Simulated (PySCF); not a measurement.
**CH8B2N2: NMR shifts at several levels of theory**

How much do the NMR shifts of CH8B2N2 (`BNBNC`) depend on the level of theory, and what does each level cost?

Computed with PySCF 2.14.0, with density-fitted response routines of our own, on a single molecule in the gas phase. Atoms count from 0, in the outputs and in this text.

**1. Starting geometry**

13 atoms, charge 0, multiplicity 1; geometry from: GFN2-xTB.

Bonds of the start (Å): B0–N1 1.39, N1–B2 1.45, B2–N3 1.38, N3–C4 1.44, B0–H5 1.17, B0–H6 1.17, N1–H7 1.01, B2–H8 1.17, N3–H9 1.01, C4–H10 1.09, C4–H11 1.09, C4–H12 1.09.

**2. Optimising the geometry at PBE0-D3(BJ)/def2-SVP**

What the job is given:

```
{"job": {"xc": "PBE0", "basis": "def2-SVP", "d3": "d3bj", "grid": 1, "kind": "geom"}, "charge": 0, "multiplicity": 1}
B     -2.365497    -0.307112     0.013030
N     -1.343257    -0.426164    -0.925734
B      0.085810    -0.236429    -0.810588
N      0.663548     0.126276     0.394076
C      2.058326     0.356064     0.675427
H     -2.123113    -0.007562     1.121949
H     -3.475112    -0.511710    -0.313631
H     -1.632085    -0.689798    -1.856918
H      0.765773    -0.391739    -1.756108
H      0.072596     0.257044     1.201873
H      2.423014    -0.330973     1.445445
H      2.639582     0.198908    -0.230930
H      2.226027     1.379938     1.024381
```

What it wrote:

```text
step   0  E = -201.82844070  max force = 0.018134
step   1  E = -201.83107398  max force = 0.003037
step   2  E = -201.83102351  max force = 0.002417
step   3  E = -201.83109553  max force = 0.000832
step   4  E = -201.83110679  max force = 0.000431
optimisation converged
```

Run time: 19 s. Hardware: 1 thread, shared host.

The steps of the relaxation: (the energy doesn't fall at every step)

| step | energy from step 0 (eV) | largest force component (eV/Å) |
| --- | --- | --- |
| 0 | 0.0000 | 0.9325 |
| 1 | -0.0717 | 0.1562 |
| 2 | -0.0703 | 0.1243 |
| 3 | -0.0722 | 0.0428 |
| 4 | -0.0725 | 0.0222 |

Distances of close pairs at the start and the end, largest changes first:

| bond | before (Å) | after (Å) | change (Å) |
| --- | --- | --- | --- |
| B0–H5 | 1.174 | 1.214 | +0.040 |
| B2–H8 | 1.175 | 1.212 | +0.037 |
| B0–H6 | 1.175 | 1.210 | +0.035 |
| C4–H11 | 1.088 | 1.099 | +0.011 |
| N1–B2 | 1.446 | 1.457 | +0.010 |
| C4–H10 | 1.095 | 1.104 | +0.010 |
| C4–H12 | 1.095 | 1.104 | +0.009 |
| B2–N3 | 1.384 | 1.393 | +0.009 |

The final coordinates are the input of the step that follows.

| at the end point | value |
| --- | --- |
| point group (found at 0.08 Å tolerance) | Cs |
| rotational constants (GHz, main isotopes) | 16.464, 2.524, 2.219 |
| dipole moment (D) | 1.23 |

**3. Shielding tensors: PBE0/cc-pVDZ**

What the job is given:

```
{"job": {"kind": "nmr", "xc": "PBE0", "basis": "cc-pVDZ", "pop": true}, "charge": 0, "multiplicity": 1}
B     -2.179708    -0.146433     0.067200
N     -1.157127    -0.264800    -0.882384
B      0.277586    -0.075146    -0.717568
N      0.842724     0.277555     0.506289
C      2.238811     0.490236     0.776107
H     -1.914340     0.158132     1.211627
H     -3.329183    -0.347890    -0.252869
H     -1.440853    -0.522470    -1.821390
H      0.998592    -0.230824    -1.678825
H      0.227833     0.404492     1.303525
H      2.625271    -0.203016     1.543603
H      2.819263     0.327223    -0.142432
H      2.444333     1.517872     1.123688
```

Method: GIAO PBE0/cc-pVDZ NMR shielding, non-relativistic, gas phase.

What it wrote:

```text
coarse grid: 10344 points
cycle   1  E = -201.9264922216  dE =  3.383e-01  |g| = 3.920e-01  |ddm| = 6.601e+00
cycle   2  E = -201.9137059840  dE =  1.279e-02  |g| = 4.759e-01  |ddm| = 1.480e+00
cycle   3  E = -201.9647143280  dE = -5.101e-02  |g| = 6.295e-02  |ddm| = 7.104e-01
cycle   4  E = -201.9656615655  dE = -9.472e-04  |g| = 1.542e-02  |ddm| = 1.249e-01
cycle   5  E = -201.9657196046  dE = -5.804e-05  |g| = 5.083e-03  |ddm| = 3.357e-02
cycle   6  E = -201.9657249750  dE = -5.370e-06  |g| = 2.006e-03  |ddm| = 9.344e-03
final grid: 98584 points
cycle   7  E = -201.9780268696  dE = -1.970e-05  |g| = 8.361e-03  |ddm| = 5.180e-02
cycle   8  E = -201.9780143223  dE =  1.255e-05  |g| = 1.133e-02  |ddm| = 2.887e-02
cycle   9  E = -201.9780436591  dE = -2.934e-05  |g| = 9.460e-04  |ddm| = 1.604e-02
cycle  10  E = -201.9780438838  dE = -2.247e-07  |g| = 1.951e-04  |ddm| = 1.884e-03
cycle  11  E = -201.9780438908  dE = -7.025e-09  |g| = 7.706e-05  |ddm| = 3.404e-04
cycle  12  E = -201.9780438920  dE = -1.216e-09  |g| = 2.046e-05  |ddm| = 1.214e-04
cycle  13  E = -201.9780438922  dE = -1.030e-10  |g| = 5.714e-06  |ddm| = 4.056e-05
converged SCF energy = -201.9780438922

GIAO shielding tensors (ppm)
atom      isotropic    diamagn.    paramagn.     s11        s22        s33       span
  0 B       73.707     203.773    -130.065     41.399     47.290    132.433     91.034
  1 N      124.030     297.694    -173.664    -21.432    140.468    253.056    274.489
  2 B       85.823     208.941    -123.118     56.412     88.082    112.975     56.563
  3 N      181.573     308.193    -126.621     92.444    216.277    235.997    143.553
  4 C      163.725     242.459     -78.734    145.462    149.388    196.324     50.862
  5 H       25.817      33.721      -7.904     23.540     25.384     28.526      4.985
  6 H       26.115      29.774      -3.659     25.004     26.275     27.065      2.061
  7 H       25.524      28.235      -2.711     21.948     26.114     28.510      6.563
  8 H       26.824      32.722      -5.898     24.976     26.989     28.508      3.532
  9 H       27.431      33.899      -6.468     19.975     28.743     33.573     13.598
 10 H       28.555      27.632       0.923     24.067     26.737     34.860     10.792
 11 H       28.391      28.615      -0.224     25.081     27.467     32.625      7.545
 12 H       28.552      27.432       1.120     24.059     26.735     34.863     10.805
```

It took 8.9 s on 1 thread, shared host.

The references, computed at this level on geometries of the same kind, shield at (ppm): 1H TMS 31.29, 13C TMS 196.8, 15N NH3 273.1, 11B BF3·OEt2 113.8. Their shielding less the atom's gives the shift. The references are single molecules in the gas phase, so shifts against H2O, NH3, PH3, H3PO4 or CFCl3 are not on the usual liquid scales and can be off by tens of ppm. Atoms listed in one row are averaged.

| atoms | environment | σ (ppm) | δ (ppm) |
| --- | --- | --- | --- |
| C4 | methyl carbon bonded to N | 163.7 | 33.0 |
| H7 | hydrogen on a nitrogen bonded to 2 B | 25.52 | 5.77 |
| H5, H6 | hydrogen on a boron bonded to N | 25.97 | 5.32 |
| H8 | hydrogen on a boron bonded to 2 N | 26.82 | 4.47 |
| H9 | hydrogen on a nitrogen bonded to C, B | 27.43 | 3.86 |
| H10, H11, H12 | hydrogen on a methyl carbon bonded to N | 28.50 | 2.79 |
| B0 | boron bonded to N, 2 H | 73.7 | 40.1 |
| B2 | boron bonded to 2 N, H | 85.8 | 28.0 |
| N1 | nitrogen bonded to 2 B, H | 124.0 | 149.1 |
| N3 | nitrogen bonded to C, B, H | 181.6 | 91.6 |

Charges from the same density, by scheme (e):

| atoms | Mulliken | IAO | Hirshfeld | ESP fit |
| --- | --- | --- | --- | --- |
| B0 | -0.09 | 0.01 | 0.11 | 0.19 |
| N1 | 0.08 | -0.43 | -0.20 | -0.41 |
| B2 | -0.09 | 0.16 | 0.14 | 0.17 |
| N3 | -0.08 | -0.37 | -0.16 | -0.29 |
| C4 | 0.01 | -0.29 | -0.05 | -0.27 |

Mayer bond orders: B0–N1 1.55, N1–B2 1.19, B2–N3 1.52, N3–C4 1.05.

**4. NMR shieldings: PBE0/cc-pVTZ**

The job, as its differences from that of step 3:

```diff
@@ -1,2 +1,2 @@
-{"job": {"kind": "nmr", "xc": "PBE0", "basis": "cc-pVDZ", "pop": true}, "charge": 0, "multiplicity": 1}
+{"job": {"kind": "nmr", "xc": "PBE0", "basis": "cc-pVTZ", "pop": true}, "charge": 0, "multiplicity": 1}
 B     -2.179708    -0.146433     0.067200
```

Method: GIAO PBE0/cc-pVTZ NMR shielding, non-relativistic, gas phase.

What it wrote:

```text
coarse grid: 10344 points
cycle   1  E = -201.9978710347  dE =  2.963e-01  |g| = 4.189e-01  |ddm| = 7.147e+00
cycle   2  E = -201.9817977921  dE =  1.607e-02  |g| = 5.193e-01  |ddm| = 1.440e+00
cycle   3  E = -202.0402116530  dE = -5.841e-02  |g| = 6.702e-02  |ddm| = 7.387e-01
cycle   4  E = -202.0411647055  dE = -9.531e-04  |g| = 2.047e-02  |ddm| = 1.323e-01
cycle   5  E = -202.0412618747  dE = -9.717e-05  |g| = 4.796e-03  |ddm| = 3.680e-02
cycle   6  E = -202.0412660343  dE = -4.160e-06  |g| = 2.392e-03  |ddm| = 9.111e-03
final grid: 98584 points
cycle   7  E = -202.0394401187  dE = -6.846e-05  |g| = 8.930e-03  |ddm| = 1.018e-01
cycle   8  E = -202.0394261540  dE =  1.396e-05  |g| = 1.202e-02  |ddm| = 2.917e-02
cycle   9  E = -202.0394571692  dE = -3.102e-05  |g| = 1.063e-03  |ddm| = 1.631e-02
cycle  10  E = -202.0394574045  dE = -2.353e-07  |g| = 3.111e-04  |ddm| = 1.948e-03
cycle  11  E = -202.0394574225  dE = -1.792e-08  |g| = 1.026e-04  |ddm| = 4.701e-04
cycle  12  E = -202.0394574245  dE = -2.037e-09  |g| = 2.811e-05  |ddm| = 1.639e-04
cycle  13  E = -202.0394574247  dE = -1.703e-10  |g| = 7.356e-06  |ddm| = 4.529e-05
converged SCF energy = -202.0394574247

GIAO shielding tensors (ppm)
atom      isotropic    diamagn.    paramagn.     s11        s22        s33       span
  0 B       63.372     199.955    -136.583     28.660     34.294    127.162     98.502
  1 N      110.000     297.435    -187.435    -40.506    129.015    241.490    281.995
  2 B       76.447     201.884    -125.438     44.870     79.558    104.912     60.041
  3 N      172.261     310.382    -138.121     79.281    211.277    226.224    146.942
  4 C      153.943     237.690     -83.747    134.377    139.508    187.945     53.568
  5 H       25.910      32.238      -6.328     23.224     25.625     28.880      5.657
  6 H       26.194      29.680      -3.485     24.971     26.243     27.368      2.397
  7 H       25.476      28.755      -3.279     21.841     26.079     28.508      6.667
  8 H       26.804      31.737      -4.933     24.900     26.771     28.740      3.840
  9 H       27.249      32.696      -5.447     20.095     28.310     33.341     13.246
 10 H       28.547      27.885       0.661     24.127     26.644     34.869     10.742
 11 H       28.293      28.331      -0.038     24.940     27.459     32.480      7.540
 12 H       28.545      27.800       0.745     24.120     26.642     34.873     10.753
```

It took 30 s on 1 thread, shared host.

Key values: δ C4 33.3, B0 39.4, B2 26.3, N1 156.8, H7 5.82, H5 5.24 ppm (means over like atoms).

**5. Nuclear shieldings: PBE0/aug-cc-pVDZ**

The job, as its differences from that of step 4:

```diff
@@ -1,2 +1,2 @@
-{"job": {"kind": "nmr", "xc": "PBE0", "basis": "cc-pVTZ", "pop": true}, "charge": 0, "multiplicity": 1}
+{"job": {"kind": "nmr", "xc": "PBE0", "basis": "aug-cc-pVDZ", "pop": true}, "charge": 0, "multiplicity": 1}
 B     -2.179708    -0.146433     0.067200
```

Method: GIAO PBE0/aug-cc-pVDZ NMR shielding, non-relativistic, gas phase.

What it wrote:

```text
coarse grid: 10344 points
cycle   1  E = -201.9378414611  dE =  3.261e-01  |g| = 3.997e-01  |ddm| = 8.464e+00
cycle   2  E = -201.9209434007  dE =  1.690e-02  |g| = 4.989e-01  |ddm| = 1.800e+00
cycle   3  E = -201.9776343638  dE = -5.669e-02  |g| = 6.219e-02  |ddm| = 7.414e-01
cycle   4  E = -201.9785418201  dE = -9.075e-04  |g| = 1.639e-02  |ddm| = 1.442e-01
cycle   5  E = -201.9786105590  dE = -6.874e-05  |g| = 4.160e-03  |ddm| = 4.678e-02
cycle   6  E = -201.9786139479  dE = -3.389e-06  |g| = 2.056e-03  |ddm| = 9.319e-03
final grid: 98584 points
cycle   7  E = -201.9908076316  dE = -2.598e-05  |g| = 8.499e-03  |ddm| = 1.458e-01
cycle   8  E = -201.9907939337  dE =  1.370e-05  |g| = 1.162e-02  |ddm| = 3.102e-02
cycle   9  E = -201.9908249677  dE = -3.103e-05  |g| = 9.858e-04  |ddm| = 1.654e-02
cycle  10  E = -201.9908252012  dE = -2.335e-07  |g| = 2.082e-04  |ddm| = 2.175e-03
cycle  11  E = -201.9908252091  dE = -7.974e-09  |g| = 8.168e-05  |ddm| = 4.399e-04
cycle  12  E = -201.9908252105  dE = -1.360e-09  |g| = 2.428e-05  |ddm| = 1.597e-04
cycle  13  E = -201.9908252106  dE = -1.428e-10  |g| = 5.918e-06  |ddm| = 4.728e-05
converged SCF energy = -201.9908252106

GIAO shielding tensors (ppm)
atom      isotropic    diamagn.    paramagn.     s11        s22        s33       span
  0 B       70.806     235.163    -164.356     37.291     43.043    132.085     94.794
  1 N      124.727     274.558    -149.831    -18.801    141.981    251.001    269.803
  2 B       82.356     218.676    -136.319     51.799     85.129    110.140     58.341
  3 N      183.387     275.891     -92.505     96.071    218.445    235.644    139.573
  4 C      162.529     203.964     -41.435    143.893    147.453    196.242     52.349
  5 H       25.823      33.042      -7.219     23.208     25.714     28.547      5.340
  6 H       26.075      25.768       0.306     24.882     26.316     27.026      2.144
  7 H       25.560      34.171      -8.612     21.907     26.252     28.520      6.613
  8 H       26.714      26.678       0.037     24.820     26.771     28.552      3.732
  9 H       27.340      32.341      -5.001     20.392     28.386     33.241     12.849
 10 H       28.519      27.023       1.496     24.083     26.660     34.813     10.731
 11 H       28.359      29.532      -1.173     24.964     27.559     32.554      7.589
 12 H       28.517      27.067       1.450     24.077     26.657     34.818     10.741
```

It took 20 s on 1 thread, shared host.

In short: δ C4 32.6, B0 39.4, B2 27.8, N1 145.1, H7 5.84, H5 5.45 ppm (means over like atoms).

**6. Shielding tensors: PBE0/IGLO-III**

The job, as its differences from that of step 5:

```diff
@@ -1,2 +1,2 @@
-{"job": {"kind": "nmr", "xc": "PBE0", "basis": "aug-cc-pVDZ", "pop": true}, "charge": 0, "multiplicity": 1}
+{"job": {"kind": "nmr", "xc": "PBE0", "basis": "IGLO-III", "pop": true}, "charge": 0, "multiplicity": 1}
 B     -2.179708    -0.146433     0.067200
```

Method: GIAO PBE0/IGLO-III NMR shielding, non-relativistic, gas phase.

What it wrote:

```text
coarse grid: 10344 points
cycle   1  E = -202.0089257237  dE =  2.959e-01  |g| = 4.228e-01  |ddm| = 2.126e+00
cycle   2  E = -201.9915750351  dE =  1.735e-02  |g| = 5.244e-01  |ddm| = 5.165e-01
cycle   3  E = -202.0510580006  dE = -5.948e-02  |g| = 6.903e-02  |ddm| = 2.574e-01
cycle   4  E = -202.0520253447  dE = -9.673e-04  |g| = 2.264e-02  |ddm| = 3.923e-02
cycle   5  E = -202.0521452891  dE = -1.199e-04  |g| = 4.634e-03  |ddm| = 1.317e-02
cycle   6  E = -202.0521490026  dE = -3.714e-06  |g| = 2.412e-03  |ddm| = 2.877e-03
final grid: 98584 points
cycle   7  E = -202.0498070251  dE = -7.376e-05  |g| = 9.015e-03  |ddm| = 4.329e-02
cycle   8  E = -202.0497922837  dE =  1.474e-05  |g| = 1.221e-02  |ddm| = 9.592e-03
cycle   9  E = -202.0498242164  dE = -3.193e-05  |g| = 1.077e-03  |ddm| = 5.388e-03
cycle  10  E = -202.0498244483  dE = -2.319e-07  |g| = 3.450e-04  |ddm| = 5.880e-04
cycle  11  E = -202.0498244705  dE = -2.220e-08  |g| = 1.095e-04  |ddm| = 1.659e-04
cycle  12  E = -202.0498244728  dE = -2.325e-09  |g| = 2.930e-05  |ddm| = 5.278e-05
cycle  13  E = -202.0498244730  dE = -1.821e-10  |g| = 7.147e-06  |ddm| = 1.518e-05
converged SCF energy = -202.0498244730

GIAO shielding tensors (ppm)
atom      isotropic    diamagn.    paramagn.     s11        s22        s33       span
  0 B       57.188     194.956    -137.768     22.329     26.514    122.721    100.392
  1 N      103.157     314.467    -211.310    -52.901    123.871    238.501    291.402
  2 B       70.969     196.836    -125.867     38.772     73.947    100.188     61.416
  3 N      167.025     313.239    -146.213     70.788    207.176    223.112    152.324
  4 C      149.589     244.706     -95.117    129.201    134.434    185.131     55.930
  5 H       25.944      31.832      -5.888     23.343     25.668     28.822      5.479
  6 H       26.217      29.015      -2.798     25.057     26.265     27.330      2.273
  7 H       25.668      31.237      -5.569     21.998     26.339     28.666      6.668
  8 H       26.847      31.169      -4.322     24.942     26.845     28.754      3.812
  9 H       27.391      34.341      -6.951     20.202     28.560     33.411     13.209
 10 H       28.597      27.740       0.857     24.158     26.714     34.917     10.759
 11 H       28.388      28.189       0.199     24.955     27.622     32.589      7.634
 12 H       28.595      27.589       1.006     24.151     26.711     34.922     10.770
```

Wall time 29 s (1 thread, shared host).

This run: δ C4 34.2, B0 42.8, B2 29.0, N1 157.4, H7 5.71, H5 5.29 ppm (means over like atoms).

**7. NMR shieldings: PBE0/pcSseg-0**

The job, as its differences from that of step 6:

```diff
@@ -1,2 +1,2 @@
-{"job": {"kind": "nmr", "xc": "PBE0", "basis": "IGLO-III", "pop": true}, "charge": 0, "multiplicity": 1}
+{"job": {"kind": "nmr", "xc": "PBE0", "basis": "pcSseg-0", "pop": true}, "charge": 0, "multiplicity": 1}
 B     -2.179708    -0.146433     0.067200
```

Level: GIAO PBE0/pcSseg-0 NMR shielding, non-relativistic, gas phase.

What it wrote:

```text
coarse grid: 10344 points
cycle   1  E = -201.5143400711  dE =  2.490e-01  |g| = 2.866e-01  |ddm| = 3.196e+00
cycle   2  E = -201.5135469799  dE =  7.931e-04  |g| = 3.236e-01  |ddm| = 5.869e-01
cycle   3  E = -201.5359704447  dE = -2.242e-02  |g| = 4.890e-02  |ddm| = 3.060e-01
cycle   4  E = -201.5365228913  dE = -5.524e-04  |g| = 1.300e-02  |ddm| = 5.244e-02
cycle   5  E = -201.5365655807  dE = -4.269e-05  |g| = 4.415e-03  |ddm| = 1.540e-02
cycle   6  E = -201.5365697726  dE = -4.192e-06  |g| = 1.222e-03  |ddm| = 4.628e-03
final grid: 98584 points
cycle   7  E = -201.5241048904  dE = -9.300e-06  |g| = 4.927e-03  |ddm| = 1.534e-02
cycle   8  E = -201.5241017529  dE =  3.138e-06  |g| = 6.312e-03  |ddm| = 9.940e-03
cycle   9  E = -201.5241104391  dE = -8.686e-06  |g| = 5.313e-04  |ddm| = 5.439e-03
cycle  10  E = -201.5241105129  dE = -7.377e-08  |g| = 8.939e-05  |ddm| = 5.345e-04
cycle  11  E = -201.5241105143  dE = -1.448e-09  |g| = 4.061e-05  |ddm| = 9.337e-05
cycle  12  E = -201.5241105147  dE = -3.497e-10  |g| = 1.222e-05  |ddm| = 3.842e-05
converged SCF energy = -201.5241105147

GIAO shielding tensors (ppm)
atom      isotropic    diamagn.    paramagn.     s11        s22        s33       span
  0 B       62.916     195.938    -133.022     26.828     30.945    130.975    104.147
  1 N      108.469     326.693    -218.224    -47.304    125.347    247.366    294.670
  2 B       78.753     192.751    -113.998     46.965     78.322    110.973     64.007
  3 N      176.347     330.634    -154.286     76.538    219.078    233.427    156.889
  4 C      157.330     240.096     -82.766    137.644    142.431    191.913     54.269
  5 H       26.430      31.622      -5.193     23.989     26.295     29.006      5.017
  6 H       26.642      29.431      -2.789     25.212     27.096     27.618      2.406
  7 H       27.305      31.267      -3.962     23.961     26.818     31.136      7.175
  8 H       27.199      30.816      -3.617     25.468     27.173     28.958      3.490
  9 H       29.508      35.348      -5.840     21.654     30.235     36.634     14.980
 10 H       29.763      27.232       2.531     24.962     27.875     36.452     11.490
 11 H       29.654      27.818       1.835     25.675     28.686     34.599      8.925
 12 H       29.762      27.183       2.579     24.956     27.875     36.454     11.498
```

Wall time 4.5 s (1 thread, shared host).

Key values: δ C4 36.2, B0 42.0, B2 26.1, N1 157.5, H5 6.30, H8 5.63 ppm (means over like atoms).

**8. Run by run: NMR shifts**

Shifts (ppm) of some atoms, chosen among heavy atoms and hydrogens apart, means over like atoms, with basis size and wall time:

| run | C4 | H5 | H8 | B0 | B2 | N1 | N3 | functions | time |
| --- | --- | --- | --- | --- | --- | --- | --- | --- | --- |
| PBE0/cc-pVDZ | 33.0 | 5.32 | 4.47 | 40.1 | 28.0 | 149.1 | 91.6 | 110 | 8.9 s |
| PBE0/cc-pVTZ | 33.3 | 5.24 | 4.49 | 39.4 | 26.3 | 156.8 | 94.5 | 262 | 30 s |
| PBE0/aug-cc-pVDZ | 32.6 | 5.45 | 4.68 | 39.4 | 27.8 | 145.1 | 86.5 | 187 | 20 s |
| PBE0/IGLO-III | 34.2 | 5.29 | 4.53 | 42.8 | 29.0 | 157.4 | 93.5 | 255 | 29 s |
| PBE0/pcSseg-0 | 36.2 | 6.30 | 5.63 | 42.0 | 26.1 | 157.5 | 89.7 | 61 | 4.5 s |

**9. What came out**

```
                                                             quantity                             value
                                                          point group                                Cs
                                 rotational constants (main isotopes)             16.46, 2.52, 2.22 GHz
                                13C shifts against TMS (PBE0/cc-pVDZ)                          33.0 ppm
1H shifts against TMS (PBE0/cc-pVDZ, means over atoms taken as alike)  5.77, 5.32, 4.47, 3.86, 2.79 ppm
                           11B shifts against BF3·OEt2 (PBE0/cc-pVDZ)                    40.1, 28.0 ppm
                                15N shifts against NH3 (PBE0/cc-pVDZ)                   149.1, 91.6 ppm
                                             range of the shift of N1                145.1 to 157.5 ppm
```

Single values in the summary come from the first run of each kind that ended normally (PBE0/cc-pVDZ), which need not be the best level. The optimisation took 4 steps and gained 0.073 eV; among the close pairs (by a distance rule), B0–H5 changed most, from 1.174 to 1.214 Å. No frequency check was run at this level, so the end point may be a saddle. At PBE0/cc-pVDZ: The widest tensor belongs to N1: span 274 ppm, with a paramagnetic part of -174 ppm. Across the 5 runs the shift of N1 moves most, between 145.1 (PBE0/aug-cc-pVDZ) and 157.5 ppm (PBE0/pcSseg-0).
